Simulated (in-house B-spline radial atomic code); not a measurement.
**Sb¹³⁺: ionisation energy by several methods**

Wanted: one ionisation energy, Sb¹³⁺ to configuration [Kr] 4d1, up the ladder of functionals.

Method: scalar-relativistic (X2C), several functionals, spin-polarised; spherical all-electron atom at the radial basis limit. Code: in-house B-spline radial atomic code version 1.

### Step 1. Starting point

```
element       : antimony (Z = 51)
charge        : +13
electrons     : 38
configuration : [Kr] 4d2
nucleus       : Fermi, rms radius 4.680 fm
```

Outer shells as boxes (Hund's rule):

[Kr] 4d2
```
[Kr] core
4d [↑ ][↑ ][  ][  ][  ]
```

Where spins are not typed, each open shell is filled with up spins first.

### Step 2. PBE, a GGA

The run's settings:

```ini
Z = 51
electrons = 38.0
configuration = [Kr] 4d2
hamiltonian = x2c
method = pbe,pbe
spin_polarised = True
nucleus = fermi
rms_radius = 4.6802
mass_number = 121
atomic_mass = 120.903811353
speed_of_light = 137.035999084
```

### Step 3. LDA (VWN5)

Changes to the settings of step 2:

```diff
@@ -4,3 +4,3 @@
 hamiltonian = x2c
-method = pbe,pbe
+method = lda,vwn
 spin_polarised = True
```

The tabulated ionisation energy is 292 ± 3 eV (tabulated theoretical; NIST Atomic Spectra Database). What does each method give, and which comes nearest?

The runs gave:

| method | rung | total energy (hartree) | ΔSCF (eV) | −ε highest (eV) | ΔSCF less tabulated (eV) |
| --- | --- | --- | --- | --- | --- |
| LDA (VWN5) | LDA | -6416.4313 | 291.89 | 278.79 (4d up) | -0.11 |
| PBE | GGA | -6422.2756 | 291.79 | 278.73 (4d up) | -0.21 |

What this shows: The tabulated ionisation energy is 292 ± 3 eV (tabulated theoretical; NIST Atomic Spectra Database). LDA (VWN5) comes nearest (-0.11 eV) and PBE is farthest (-0.21 eV, 0.073 %). The table's own uncertainty is as large as these misses, so the order means little. Relativistic terms that these runs lack can be as large as the gaps between close methods, so the nearest may be so by luck. Spin-orbit coupling is left out. Open shells are averaged (over orientations, and over spins where the run is restricted), while tables refer to the lowest levels. For the semilocal functionals minus the highest level recovers only 96 % of their own ΔSCF value, a mark of self-interaction.

Members of this set that are not shown: 5 used exact exchange with fractional occupations of an open shell, which is unsound here.
